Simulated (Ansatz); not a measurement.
I need a geometry optimisation of C3H8SeSi, SMILES [SiH3][Se]C1CC1. Use Ansatz's Python interface. Level of theory: PBE, def2-SVP basis, multiplicity 1, D3BJ dispersion.

```xyz
13

Si    2.0949    0.6091    0.0377
Se    1.2033   -1.4620   -0.4250
C    -0.7473   -1.1784   -0.2568
C    -1.2296   -0.2039    0.8032
C    -1.3068    0.1711   -0.6712
H     1.7757    1.0399    1.4061
H     1.6617    1.6127   -0.9448
H     3.5587    0.5089   -0.0579
H    -1.4335   -2.0328   -0.4369
H    -0.4524    0.3317    1.3783
H    -2.2121   -0.4638    1.2509
H    -0.5776    0.9360   -0.9944
H    -2.3348    0.1314   -1.0894
```

`opt.py`
```python
'''Minimum-energy structure of C3H8SeSi.'''

import itertools
import warnings

import ansatz as az
from ase.data import atomic_numbers, covalent_radii
import numpy as np

warnings.simplefilter('ignore', az.DeckWarning)

geometry_ang = [
    ('Si', (2.0949, 0.6091, 0.0377)),
    ('Se', (1.2033, -1.462, -0.425)),
    ('C', (-0.7473, -1.1784, -0.2568)),
    ('C', (-1.2296, -0.2039, 0.8032)),
    ('C', (-1.3068, 0.1711, -0.6712)),
    ('H', (1.7757, 1.0399, 1.4061)),
    ('H', (1.6617, 1.6127, -0.9448)),
    ('H', (3.5587, 0.5089, -0.0579)),
    ('H', (-1.4335, -2.0328, -0.4369)),
    ('H', (-0.4524, 0.3317, 1.3783)),
    ('H', (-2.2121, -0.4638, 1.2509)),
    ('H', (-0.5776, 0.936, -0.9944)),
    ('H', (-2.3348, 0.1314, -1.0894)),
]
mol = az.Crystal.molecule()
for symbol, xyz in geometry_ang:
    mol = mol.atom(symbol, xyz)

model = mol.calculation()
model = model.basis(gaussian='def2-SVP')
model = model.functional('PBE', dispersion='d3bj')
symbols = [site.symbol for site in mol.cartesian_sites]
start = np.array([site.position_ang for site in mol.cartesian_sites], dtype=float)
rep = model.relax(force_tolerance=0.02).run(threads=1, backend='cpu').report
end = np.array(rep['positions_ang'])

print(f'E = {rep["free_energy_ev"]:.6f} eV = {rep["free_energy_ev"] / 27.211386246:.7f} Ha')
print('converged:', rep['converged'], ' doubts:', rep['published_state_doubts'] or 'none')

# pairs closer than 1.2 times the sum of covalent radii, before or after
radius = [covalent_radii[atomic_numbers[s]] for s in symbols]
span = lambda where, i, j: np.linalg.norm(where[i] - where[j])
bonded = [(i, j) for i, j in itertools.combinations(range(len(symbols)), 2) if min(span(start, i, j), span(end, i, j)) < 1.2 * (radius[i] + radius[j])]
print('pair        before    after (A)')
for i, j in bonded:
    print(f'{symbols[i]}{i}-{symbols[j]}{j}'.ljust(10), f'{span(start, i, j):8.4f} {span(end, i, j):8.4f}')

charges = rep['charge_distribution']
dipole = np.array(charges['dipole_moment_e_ang']) * 4.803205
print('dipole (D): {:.3f} {:.3f} {:.3f}, length {:.3f}'.format(*dipole, np.linalg.norm(dipole)))
print('atom  Mulliken   Lowdin')
for symbol, m, l in zip(symbols, charges['mulliken_charges_e'], charges['lowdin_charges_e']):
    print(f'{symbol:4s} {m:9.3f} {l:8.3f}')
with open('c3h8sesi_opt.xyz', 'w') as handle:
    handle.write(f'{len(symbols)}\nrelaxed C3H8SeSi\n')
    handle.writelines(f'{s:2s} {x:11.6f} {y:11.6f} {z:11.6f}\n' for s, (x, y, z) in zip(symbols, end))
```

```console
$ python opt.py
E = -76437.217747 eV = -2809.0159412 Ha
converged: True  doubts: none
pair        before    after (A)
Si0-Se1      2.3018   2.2901
Si0-H5       1.4697   1.5065
Si0-H6       1.4698   1.5065
Si0-H7       1.4703   1.5017
Se1-C2       1.9783   1.9622
C2-C3        1.5185   1.5048
C2-C4        1.5185   1.5048
C2-H8        1.1105   1.1024
C3-C4        1.5233   1.5177
C3-H9        1.1053   1.1021
C3-H10       1.1105   1.1018
C4-H11       1.1051   1.1022
C4-H12       1.1105   1.1019
dipole (D): -1.194 0.633 0.210, length 1.368
atom  Mulliken   Lowdin
Si       0.213    0.180
Se      -0.100    0.163
C       -0.226   -0.177
C       -0.039   -0.019
C       -0.041   -0.019
H       -0.040   -0.076
H       -0.041   -0.076
H       -0.029   -0.059
H        0.073    0.017
H        0.062    0.014
H        0.053    0.019
H        0.063    0.014
H        0.053    0.019
```

File `c3h8sesi_opt.xyz` afterwards:
```text
13
relaxed C3H8SeSi
Si    2.129715    0.580027    0.019268
Se    1.218120   -1.473930   -0.422331
C    -0.698246   -1.095628   -0.236265
C    -1.296896   -0.197385    0.812224
C    -1.365550    0.186685   -0.654496
H     1.812003    1.084968    1.402647
H     1.720044    1.640821   -0.968831
H     3.606903    0.335298   -0.095902
H    -1.231904   -2.034453   -0.457769
H    -0.616241    0.375773    1.462531
H    -2.214495   -0.538271    1.318038
H    -0.732173    1.020488   -0.998732
H    -2.331079    0.115507   -1.180583
```

Reading the output:
- The settings weren't tested for convergence.
- The end point is the stationary point reached from this start; no frequency run checks that it is a minimum, and the basis set is modest.
- The Löwdin charges here are taken after orthogonalising the functions within each atom; they differ from plain Löwdin charges, and their signs can be unphysical.
- It ran for 50 s on 1 thread of Arm Neoverse V1, on a shared host, peak memory 0.26 GiB.

(Lines on the test bed's own set-up are left out of the output.)
